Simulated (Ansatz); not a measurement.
# Hf: the cost of one run

Method: DFT PBE, scalar-relativistic, plane waves, PAW, in Ansatz 0.2.0.

## (1) The system as given

The structure is hexagonal, space group P6_3/mmc (No. 194). Conventional cell: a = 3.197 Å, b = 3.197 Å, c = 5.058 Å, α = 90.00°, β = 90.00°, γ = 120.00°. Hf (site symmetry -6m2) has 12 Hf at 3.13 to 3.20 Å as nearest neighbours.

As a file:

```cif
data_structure
_symmetry_space_group_name_H-M 'P6_3/mmc'
_symmetry_Int_Tables_number 194
_cell_length_a 3.1967
_cell_length_b 3.1967
_cell_length_c 5.0578
_cell_angle_alpha 90.000
_cell_angle_beta 90.000
_cell_angle_gamma 120.000
_cell_volume 44.76
loop_
_atom_site_label
_atom_site_type_symbol
_atom_site_symmetry_multiplicity
_atom_site_Wyckoff_symbol
_atom_site_fract_x
_atom_site_fract_y
_atom_site_fract_z
_atom_site_occupancy
Hf1 Hf 2 c 0.33333 0.66667 0.25000 1
```

The structure rests on an entry of the Crystallography Open Database; cell or positions may have been set otherwise for this series.

## (2) Relaxing cell and atoms: Hf, no spin

The input, input.yaml:

```yaml
crystal:
  lattice:
    - [3.1967, 0.0, 0.0]
    - [-1.59835, 2.7684234083, 0.0]
    - [0.0, 0.0, 5.0578]
  atoms:
    - { symbol: Hf, position: [0.3333333333, 0.6666666667, 0.25] }
    - { symbol: Hf, position: [0.6666666667, 0.3333333333, 0.75] }
scf:
  occupations: { method: methfessel_paxton, width: 0.1 }
output:
  forces: true
  stress: true
  eigenvalues: true
  write_density: true
  write_potential: true
  elf: true
  volumetric_format: npy
kpoints:
  mp_grid: { grid: [18, 18, 10] }
hamiltonian:
  xc: pbe
relax:
  f_tol: 0.01
  adjacent_minimum: "off"
  cell: { stress_tol: 0.05 }
```

Run with:

```console
ansatz run input.yaml --threads 4 --pin off --max-ram 10240MiB --backend cpu --events-out ev --progress --plain --runs-dir out
```

What time and memory should one allow on 4 threads of Intel Xeon 6975P-C (Granite Rapids), shared host?

About 13 s, with a peak of 0.6 GiB.
